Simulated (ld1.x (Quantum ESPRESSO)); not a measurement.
**An ultrasoft potential for fluorine, from input to tests**

Task: generate the file, and judge it by its errors in other configurations, its logarithmic derivatives, its ghosts and its cutoff.

Method: ld1.x (Quantum ESPRESSO) 7.5, PBE, scalar-relativistic.

## (1) Starting point

Typed settings, in words:

* element: fluorine (F, Z = 9)
* type: ultrasoft
* frozen core: [He]
* valence charge: 7
* reference configuration: 2s2 2p4.5 (charge +0.5)
* partial waves: 2s (bound): rcut 0.45, rcutus 0.60 bohr; 2s channel at -1.75 Ry: rcut 0.45, rcutus 0.60 bohr; 2p (bound): rcut 0.80, rcutus 1.05 bohr; 2p channel at 1.05 Ry: rcut 0.80, rcutus 1.05 bohr; 3d channel at -0.05 Ry: rc 0.90 bohr
* local potential: the d channel
* core correction: not asked for
* augmentation charge: PSQ, radius 0.45 bohr

An earlier all-electron run gives the scale for the radii.

All-electron outer shells of the reference configuration (PBE, scalar-relativistic, ld1.x):

```tsv
shell	level (eV)	outermost node (bohr)	outermost maximum (bohr)
1s	-673.03	–	0.11
2s	-38.21	0.24	0.76
2p	-19.23	–	0.70
```

## (2) Generation

F.in reads:

```
 &input
   title='F', zed=9., rel=1, dft='PBE', iswitch=3,
   config='[He] 2s2 2p4.5 3d-2',
   nld=3, rlderiv=1.15, eminld=-5.0, emaxld=5.0, deld=0.02
 /
 &inputp
   pseudotype=3, tm=.true., lloc=2,
   nlcc=.false.,
   which_augfun='PSQ', rmatch_augfun=0.45,
   file_pseudopw='F.UPF', file_wfcaegen='ae.wfc', file_wfcncgen='nc.wfc', file_beta='beta', file_chi='chi', file_wfcusgen='us.wfc'
 /
5
2S  1  0   2.00   0.00  0.45  0.60  0.0
2S  1  0   0.00  -1.75  0.45  0.60  0.0
2P  2  1   4.50   0.00  0.80  1.05  0.0
2P  2  1   0.00   1.05  0.80  1.05  0.0
3D  3  2  -2.00  -0.05  0.90  0.90  0.0
 &test
   configts(1)='2s2 2p4.5'
 /
```

On the command line:

```sh
$ ld1.x < F.in > F.out
```

The output, F.out (without the banner and most projector matrices):

```text
     Program LD1 v.7.5
     --------------------------- All-electron run ----------------------------

     F
     scalar relativistic calculation

     atomic number is  9.00
     dft =PBE   lsd =0 sic =0 latt =0  beta=0.20 tr2=1.0E-14
     Exchange-correlation= PBE
                           (   1   4   3   4   0   0   0)
     mesh =1105 r(mesh) =  99.76081 a.u. xmin = -7.00 dx = 0.01250
     1 Ry =  13.60569312 eV, c = 137.03599908

     n l     nl                  e(Ry)          e(Ha)          e(eV)
     1 0     1S 1( 2.00)       -49.4671       -24.7336      -673.0345
     2 0     2S 1( 2.00)        -2.8081        -1.4041       -38.2067
     2 1     2P 1( 4.50)        -1.4136        -0.7068       -19.2324

     final scf error:  6.1E-15 reached in  24 iterations

     Etot =    -198.934914 Ry,     -99.467457 Ha,   -2706.647396 eV

     Ekin =     198.797516 Ry,      99.398758 Ha,    2704.777992 eV
     Encl =    -471.498042 Ry,    -235.749021 Ha,   -6415.057665 eV
     Eh   =      93.720607 Ry,      46.860303 Ha,    1275.133813 eV
     Exc  =     -19.954995 Ry,      -9.977497 Ha,    -271.501536 eV

     normalization and overlap integrals

     s(1S/1S) =  1.000000  <r> =   0.1763  <r2> =    0.0420  r(max) =   0.1139
     s(2S/2S) =  1.000000  <r> =   0.9830  <r2> =    1.1713  r(max) =   0.7617
     s(2P/2P) =  1.000000  <r> =   1.0380  <r2> =    1.4106  r(max) =   0.6979

     ------------------------ End of All-electron run ------------------------

     --------------------- Generating US pseudopotential ---------------------

      Generating local pot.: lloc=2, matching radius rcloc =   0.9000
      Wfc-us  2S rcutus= 0.593  Estimated cut-off energy=   118.82 Ry
      Wfc-us  2S rcutus= 0.593  Estimated cut-off energy=   120.19 Ry
      Wfc-us  2P rcutus= 1.054  Estimated cut-off energy=    69.76 Ry
      Wfc-us  2P rcutus= 1.054  Estimated cut-off energy=    84.01 Ry

     Q pseudized with Bessel functions
     Expected ecutrho=    1173.3774 due to l1=  1   l2=  1

     ------------------- End of pseudopotential generation -------------------

     [... the all-electron block is printed once more ...]


     Computing logarithmic derivative in   1.14344
     Computing logarithmic derivative in   1.14344
     Computing the partial wave expansion
     R is outside the sphere for l=    0 j= 0.00
     R is outside the sphere for l=    0 j= 0.00
     R is outside the sphere for l=    1 j= 0.00
     R is outside the sphere for l=    1 j= 0.00
       no projector for channel:   2

     ---------------------- Testing the pseudopotential ----------------------

     F
     scalar relativistic calculation

     atomic number is  9.00   valence charge is  7.00
     dft =PBE   lsd =0 sic =0 latt =0  beta=0.20 tr2=1.0E-14
     mesh =1105 r(mesh) =  99.76081 xmin = -7.00 dx = 0.01250

     n l     nl             e AE (Ry)        e PS (Ry)    De AE-PS (Ry)
     1 0     2S   1( 2.00)       -2.80814       -2.80818        0.00004
     2 1     2P   1( 4.50)       -1.41356       -1.41357        0.00001

     eps = 1.9E-15  iter =  4

     Etot =    -198.934914 Ry,     -99.467457 Ha,   -2706.647396 eV
     Etotps =   -47.701021 Ry,     -23.850510 Ha,    -649.005448 eV

     Ekin =      25.778503 Ry,      12.889251 Ha,     350.734396 eV
     Encl =    -113.615725 Ry,     -56.807862 Ha,   -1545.820685 eV
     Ehrt =      38.243262 Ry,      19.121631 Ha,     520.326091 eV
     Ecxc =      -8.497234 Ry,      -4.248617 Ha,    -115.610755 eV
     Epseu=      10.390173 Ry,       5.195086 Ha,     141.365505 eV

     ---------------------- End of pseudopotential test ----------------------
```

It took 1.1 s on 1 thread of Neoverse-V1, shared host. (Generation and the later configuration tests together.)

Partial waves on a coarse radial grid (AE all-electron, PS pseudo):

| r (bohr) | 2p AE | 2p PS |
| --- | --- | --- |
| 0.053 | 0.0496 | 0.0132 |
| 0.105 | 0.1561 | 0.0510 |
| 0.158 | 0.2857 | 0.1123 |
| 0.210 | 0.4133 | 0.1909 |
| 0.262 | 0.5309 | 0.2831 |
| 0.315 | 0.6353 | 0.3852 |
| 0.368 | 0.7226 | 0.4895 |
| 0.420 | 0.7920 | 0.5884 |
| 0.473 | 0.8468 | 0.6806 |
| 0.525 | 0.8862 | 0.7587 |
| 0.578 | 0.9132 | 0.8231 |
| 0.630 | 0.9286 | 0.8698 |
| 0.683 | 0.9347 | 0.9007 |
| 0.735 | 0.9328 | 0.9158 |
| 0.788 | 0.9242 | 0.9178 |
| 0.840 | 0.9105 | 0.9093 |
| 0.893 | 0.8924 | 0.8929 |
| 0.945 | 0.8713 | 0.8718 |
| 0.998 | 0.8473 | 0.8475 |
| 1.050 | 0.8220 | 0.8220 |
| 1.102 | 0.7953 | 0.7953 |
| 1.155 | 0.7673 | 0.7673 |
| 1.208 | 0.7388 | 0.7388 |
| 1.260 | 0.7106 | 0.7106 |
| 1.313 | 0.6820 | 0.6820 |
| 1.365 | 0.6541 | 0.6541 |

## (3) Testing the new file in other configurations

F.test.in reads:

```
 &input
   title='F', zed=9., rel=1, dft='PBE', iswitch=2,
   config='[He] 2s2 2p4.5 3d-2'
 /
 &test
   file_pseudo='F.UPF', nconf=8,
   configts(1)='2s2 2p4.5',
   configts(2)='2s2 2p5',
   configts(3)='2s2 2p4',
   configts(4)='2s2 2p3',
   configts(5)='2s2 2p1',
   configts(6)='2s1 2p5',
   configts(7)='2s2 2p2',
   configts(8)='2s2 2p5.3'
 /
```

On the command line:

```sh
$ ld1.x < F.test.in > F.test.out
```

F.test.out, the pseudopotential blocks:

```text
     ---------------------- Testing the pseudopotential ----------------------

     F
     scalar relativistic calculation

     atomic number is  9.00   valence charge is  7.00
     dft =PBE   lsd =0 sic =0 latt =0  beta=0.20 tr2=1.0E-14
     mesh =1105 r(mesh) =  99.76081 xmin = -7.00 dx = 0.01250

     n l     nl             e AE (Ry)        e PS (Ry)    De AE-PS (Ry)
     1 0     2S   1( 2.00)       -2.80814       -2.80818        0.00004
     2 1     2P   1( 4.50)       -1.41356       -1.41357        0.00001

     eps = 1.9E-15  iter =  4

     Etot =    -198.934914 Ry,     -99.467457 Ha,   -2706.647396 eV
     Etotps =   -47.701021 Ry,     -23.850510 Ha,    -649.005448 eV

     Ekin =      25.778503 Ry,      12.889251 Ha,     350.734396 eV
     Encl =    -113.615725 Ry,     -56.807862 Ha,   -1545.820685 eV
     Ehrt =      38.243262 Ry,      19.121631 Ha,     520.326091 eV
     Ecxc =      -8.497234 Ry,      -4.248617 Ha,    -115.610755 eV
     Epseu=      10.390173 Ry,       5.195086 Ha,     141.365505 eV

     ---------------------- End of pseudopotential test ----------------------

     ---------------------- Testing the pseudopotential ----------------------

     F
     [...]
     n l     nl             e AE (Ry)        e PS (Ry)    De AE-PS (Ry)
     1 0     2S   1( 2.00)       -2.19758       -2.19673       -0.00085
     2 1     2P   1( 5.00)       -0.81670       -0.81686        0.00017

     eps = 5.5E-15  iter = 11

     Etot =    -199.489330 Ry,     -99.744665 Ha,   -2714.190600 eV
     Etotps =   -48.255533 Ry,     -24.127766 Ha,    -656.549972 eV
     dEtot_ae =      -0.554415 Ry
     dEtot_ps =      -0.554512 Ry,   Delta E=       0.000097 Ry

     [...]
     ---------------------- End of pseudopotential test ----------------------

     ---------------------- Testing the pseudopotential ----------------------

     F
     [...]
     n l     nl             e AE (Ry)        e PS (Ry)    De AE-PS (Ry)
     1 0     2S   1( 2.00)       -3.48292       -3.48414        0.00122
     2 1     2P   1( 4.00)       -2.08065       -2.08023       -0.00042

     eps = 2.7E-16  iter =  9

     Etot =    -198.064175 Ry,     -99.032088 Ha,   -2694.800384 eV
     Etotps =   -46.830314 Ry,     -23.415157 Ha,    -637.158888 eV
     dEtot_ae =       0.870739 Ry
     dEtot_ps =       0.870706 Ry,   Delta E=       0.000033 Ry

     [...]
     ---------------------- End of pseudopotential test ----------------------

     ---------------------- Testing the pseudopotential ----------------------

     F
     [...]
     n l     nl             e AE (Ry)        e PS (Ry)    De AE-PS (Ry)
     1 0     2S   1( 2.00)       -4.99731       -5.00183        0.00452
     2 1     2P   1( 3.00)       -3.60167       -3.59865       -0.00302

     eps = 7.8E-15  iter =  7

     Etot =    -195.242940 Ry,     -97.621470 Ha,   -2656.415526 eV
     Etotps =   -44.010389 Ry,     -22.005195 Ha,    -598.791852 eV
     dEtot_ae =       3.691974 Ry
     dEtot_ps =       3.690631 Ry,   Delta E=       0.001343 Ry

     [...]
     ---------------------- End of pseudopotential test ----------------------

     ---------------------- Testing the pseudopotential ----------------------

     F
     [...]
     n l     nl             e AE (Ry)        e PS (Ry)    De AE-PS (Ry)
     1 0     2S   1( 2.00)       -8.57765       -8.58919        0.01154  !
     2 1     2P   1( 1.00)       -7.29740       -7.26046       -0.03694  !

     eps = 9.8E-16  iter =  9

     Etot =    -184.479831 Ry,     -92.239915 Ha,   -2509.975963 eV
     Etotps =   -33.274989 Ry,     -16.637494 Ha,    -452.729286 eV
     dEtot_ae =      14.455084 Ry
     dEtot_ps =      14.426032 Ry,   Delta E=       0.029052 Ry

     [...]
     ---------------------- End of pseudopotential test ----------------------

     ---------------------- Testing the pseudopotential ----------------------

     F
     [...]
     n l     nl             e AE (Ry)        e PS (Ry)    De AE-PS (Ry)
     1 0     2S   1( 1.00)       -3.49542       -3.48822       -0.00720  !
     2 1     2P   1( 5.00)       -2.08974       -2.09121        0.00147

     eps = 1.3E-16  iter =  9

     Etot =    -196.660171 Ry,     -98.330085 Ha,   -2675.697932 eV
     Etotps =   -45.430590 Ry,     -22.715295 Ha,    -618.114661 eV
     dEtot_ae =       2.274744 Ry
     dEtot_ps =       2.270431 Ry,   Delta E=       0.004313 Ry

     [...]
     ---------------------- End of pseudopotential test ----------------------

     ---------------------- Testing the pseudopotential ----------------------

     F
     [...]
     n l     nl             e AE (Ry)        e PS (Ry)    De AE-PS (Ry)
     1 0     2S   1( 2.00)       -6.70364       -6.71233        0.00869  !
     2 1     2P   1( 2.00)       -5.34782       -5.33649       -0.01133  !

     eps = 6.8E-16  iter = 11

     Etot =    -190.786158 Ry,     -95.393079 Ha,   -2595.777923 eV
     Etotps =   -39.559843 Ry,     -19.779922 Ha,    -538.239085 eV
     dEtot_ae =       8.148756 Ry
     dEtot_ps =       8.141178 Ry,   Delta E=       0.007578 Ry

     [...]
     ---------------------- End of pseudopotential test ----------------------

     ---------------------- Testing the pseudopotential ----------------------

     F
     [...]
     n l     nl             e AE (Ry)        e PS (Ry)    De AE-PS (Ry)
     1 0     2S   1( 2.00)       -1.86725       -1.86599       -0.00126
     2 1     2P   1( 5.30)       -0.49676       -0.49694        0.00017

     eps = 4.4E-15  iter = 15

     Etot =    -199.685554 Ry,     -99.842777 Ha,   -2716.860368 eV
     Etotps =   -48.451829 Ry,     -24.225914 Ha,    -659.220713 eV
     dEtot_ae =      -0.750640 Ry
     dEtot_ps =      -0.750808 Ry,   Delta E=       0.000169 Ry

     [...]
     ---------------------- End of pseudopotential test ----------------------
```

Excitation and ionisation energies from 2s2 2p4.5, with the error of the potential.

```tsv
valence configuration	charge	ΔE all-electron (eV)	error AE − PS (meV)
2s2 2p5	0	-7.543	+1.3
2s2 2p4	+1	11.847	+0.4
2s2 2p3	+2	50.232	+18
2s2 2p1	+4	196.671	+395
2s1 2p5	+1	30.949	+59
2s2 2p2	+3	110.869	+103
2s2 2p5.3	-0.3	-10.213	+2.3
```

## (4) Scattering by logarithmic derivatives

Taken from the files of the generation run. The phase is arctan(r·u′/u) with u = r·R, unwrapped, with energies in Ry. A pole is an energy at which the radial function vanishes at the test radius. The pseudo phase is shifted by a multiple of π to meet the all-electron one at the reference energy. Levels narrower than the energy grid can be missing from the poles. The last column is the largest difference on the grid between −1 and +1 Ry.

| channel | radius (bohr) | reference (Ry) | poles AE | poles PS | window around the reference with phases within 0.05 rad (Ry) | largest difference near zero (rad) |
| --- | --- | --- | --- | --- | --- | --- |
| s | 1.14 | -2.81 | 1.50 | 1.51 | the whole range | 0.000 |
| p | 1.14 | -1.41 | 1.90 | 1.90 | the whole range | 0.000 |
| d | 1.14 | -0.05 | none | none | the whole range | 0.000 |

Phases (rad) along the scan:

| E (Ry) | s AE | s PS | p AE | p PS |
| --- | --- | --- | --- | --- |
| -5.00 | 0.604 | 0.603 | 1.025 | 1.025 |
| -4.48 | 0.357 | 0.357 | 0.959 | 0.959 |
| -3.96 | 0.010 | 0.010 | 0.867 | 0.867 |
| -3.44 | -0.392 | -0.392 | 0.732 | 0.732 |
| -2.92 | -0.742 | -0.742 | 0.522 | 0.522 |
| -2.40 | -0.993 | -0.993 | 0.193 | 0.193 |
| -1.88 | -1.163 | -1.163 | -0.261 | -0.261 |
| -1.36 | -1.281 | -1.281 | -0.703 | -0.703 |
| -0.84 | -1.366 | -1.366 | -1.016 | -1.016 |
| -0.32 | -1.430 | -1.430 | -1.216 | -1.216 |
| 0.20 | -1.480 | -1.480 | -1.346 | -1.346 |
| 0.72 | -1.521 | -1.521 | -1.438 | -1.438 |
| 1.24 | -1.555 | -1.555 | -1.505 | -1.505 |
| 1.76 | -1.585 | -1.585 | -1.558 | -1.558 |
| 2.28 | -1.611 | -1.611 | -1.602 | -1.602 |
| 2.80 | -1.635 | -1.634 | -1.639 | -1.639 |
| 3.32 | -1.656 | -1.656 | -1.672 | -1.672 |
| 3.84 | -1.677 | -1.676 | -1.702 | -1.703 |
| 4.36 | -1.696 | -1.696 | -1.732 | -1.732 |
| 4.88 | -1.716 | -1.715 | -1.760 | -1.760 |

## (5) Cutoff and ghost test in a Bessel basis

A separate test, outside the generator: the pseudo-atom's Hamiltonian at the reference potential is diagonalised in spherical Bessel functions j_l(qr) that vanish at 20 bohr, with q² up to the cutoff.

All-electron valence levels (Ry): 2s -2.8081, 2p -1.4136. The lowest levels of each channel (Ry) by cutoff; the last column sums, over occupied levels, occupation times the distance from the level at 400 Ry. A positive value at high cutoff is not a bound level.

| cutoff (Ry) | s #1 | p #1 | d #1 | f #1 | Σ f·Δε (mRy) |
| --- | --- | --- | --- | --- | --- |
| 8 | -2.6100 | -0.3922 | -0.0085 | 0.0431 | 4994.0 |
| 21 | -2.7707 | -0.9021 | -0.0085 | 0.0431 | 2378.0 |
| 45 | -2.7882 | -1.3801 | -0.0085 | 0.0431 | 191.7 |
| 70 | -2.8036 | -1.4128 | -0.0085 | 0.0431 | 13.7 |
| 80 | -2.8055 | -1.4132 | -0.0085 | 0.0431 | 8.5 |
| 120 | -2.8080 | -1.4135 | -0.0085 | 0.0431 | 2.0 |
| 180 | -2.8085 | -1.4136 | -0.0085 | 0.0431 | 0.8 |
| 230 | -2.8087 | -1.4136 | -0.0085 | 0.0431 | 0.3 |
| 400 | -2.8088 | -1.4136 | -0.0085 | 0.0431 | 0.0 |

The sum stays within 10 mRy from 80 Ry and within 1 mRy from 180 Ry. The sum leaves out empty levels, which can need more. Ghost test: no level below the all-electron spectrum of its channel (s, p, d, f tested).

## (6) Results

| quantity | value |
| --- | --- |
| cutoffs for 10 and 1 mRy, occupied levels | 80 Ry and 180 Ry |
| bound ghosts | none found |
| largest test error (AE − PS) | +395 meV, for 2s2 2p1 |
| largest phase difference near zero energy, channels read | 0.000 rad |
| lowest eigenvalue of the overlap (Bessel basis) | 0.610 (s) |
| density cutoff estimated by the generator | 1173 Ry |

In words: The worst unpolarised test, 2s2 2p1, is off by 395 meV on 196.7 eV; by total energies transferability rates as fair for so large an energy. That test lies far up in energy; among those under 40 eV, nearer to bonding, the largest error is 59 meV. By its cutoff, 80 Ry for the looser tolerance, it is hard. The slowest occupied level is 2s: taken alone it needs 110 Ry to come within 1 mRy, against 70 Ry for 2p. It is free of bound ghosts as far as tested. Near zero energy the phases of the channels with partial waves agree within 0.001 rad. All of this concerns the isolated atom, not yet a solid.
